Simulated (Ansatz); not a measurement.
**InPtSe, relaxed**

Wanted: the geometry at rest of InPtSe (a known structure type filled with other elements, at an estimated volume), relaxing cell and atoms at 5 GPa, and its electronic structure there.

Method: DFT, LDA, no spin polarisation, plane waves, PAW, in Ansatz 0.2.0.

**1. The structure**

Symmetry: P2_13, No. 198, cubic system. The conventional cell has a = 6.121 Å, b = 6.121 Å, c = 6.121 Å, α = 90.00°, β = 90.00°, γ = 90.00°. Pt (site symmetry 3) has 3 In at 2.55 Å and 3 Se at 2.55 Å as nearest neighbours. Around In (site symmetry 3) lie 3 Pt at 2.55 Å and 1 Se at 2.56 Å. Se (site symmetry 3) has 3 Pt at 2.55 Å and 1 In at 2.56 Å as nearest neighbours.

Its coordinates follow in the input file.

It starts from an earlier solution of the starting cell (checkpoint.read).

**2. Relaxing**

The input, input.yaml:

```yaml
crystal:
  lattice:
    - [6.120706, 0.0, 0.0]
    - [0.0, 6.120706, 0.0]
    - [0.0, 0.0, 6.120706]
  atoms:
    - { symbol: Pt, position: [0.0001, 0.0001, 0.0001] }
    - { symbol: Pt, position: [0.4999, 0.9999, 0.5001] }
    - { symbol: Pt, position: [0.5001, 0.4999, 0.9999] }
    - { symbol: Pt, position: [0.9999, 0.5001, 0.4999] }
    - { symbol: In, position: [0.6208, 0.6208, 0.6208] }
    - { symbol: In, position: [0.8792, 0.3792, 0.1208] }
    - { symbol: In, position: [0.1208, 0.8792, 0.3792] }
    - { symbol: In, position: [0.3792, 0.1208, 0.8792] }
    - { symbol: Se, position: [0.3789, 0.3789, 0.3789] }
    - { symbol: Se, position: [0.1211, 0.6211, 0.8789] }
    - { symbol: Se, position: [0.8789, 0.1211, 0.6211] }
    - { symbol: Se, position: [0.6211, 0.8789, 0.1211] }
  symmetry: { tolerance: 0.0003 }
kpoints:
  mp_grid: { grid: [4, 4, 4], shift: [0, 0, 0] }
magnetization:
  spin_polarized: false
scf:
  occupations: { method: fermi_dirac, width: 0.05 }
  lower_state_search: "off"
hamiltonian:
  pseudopotentials: { kind: paw }
  xc: lda
basis:
  ecutwfc: 420
  fft_grid_basis: typed
relax:
  max_steps: 40
  cell: { p_target: 5.0 }
  f_tol: 0.03
output:
  forces: true
  stress: true
  eigenvalues: true
  bader: true
  populations: true
  elf: true
  write_potential: true
  volumetric_format: npy
  dos:
    e_range: [-12, 8]
    de: 0.05
    projected: { site_lists: { In: [In], Pt: [Pt], Se: [Se] } }
checkpoint:
  read: saved_state
```

Command:

```console
> ansatz run input.yaml --threads 2 --pin off --max-ram 3584MiB --backend cpu --events-out ev --progress --plain --runs-dir out
```

Before running it: what results should come out? Wanted: moves; largest move; cell; volume; pressure at the end; character; Bader charges.

As calculated:

| quantity | value |
| --- | --- |
| moves | 3 |
| largest move | 0.19 Å (Pt) |
| space group (0.01 Å), before / after | P2_13 / P2_13 |
| cell | a = 6.164 Å, b = 6.164 Å, c = 6.164 Å, α = 90.00°, β = 90.00°, γ = 90.00° |
| volume | 19.52 Å³/atom (+2.1 %) |
| pressure at the end | 4.97 GPa |
| character | metal |
| density of states, mean within 0.25 eV of the Fermi level | 7.8 per eV per cell |
| Bader charges | Pt -0.56, In +0.76, Se -0.20 e |

**Reading.** The volume grew by 2.1 %, and the largest move of an atom is 0.19 Å apart from the change of the cell. The run held to 12 symmetry operations, so a lower structure without them is not ruled out. It is a metal; within 0.25 eV of the Fermi level the density of states averages 7.8 per eV per cell, mostly Se p (41 %), In p (26 %) and Pt d (20 %), but it varies sharply: 3.1 at the Fermi level itself, on this mesh. By Bader's partition In gives up most (+0.76 e) and Pt takes most (-0.56 e).
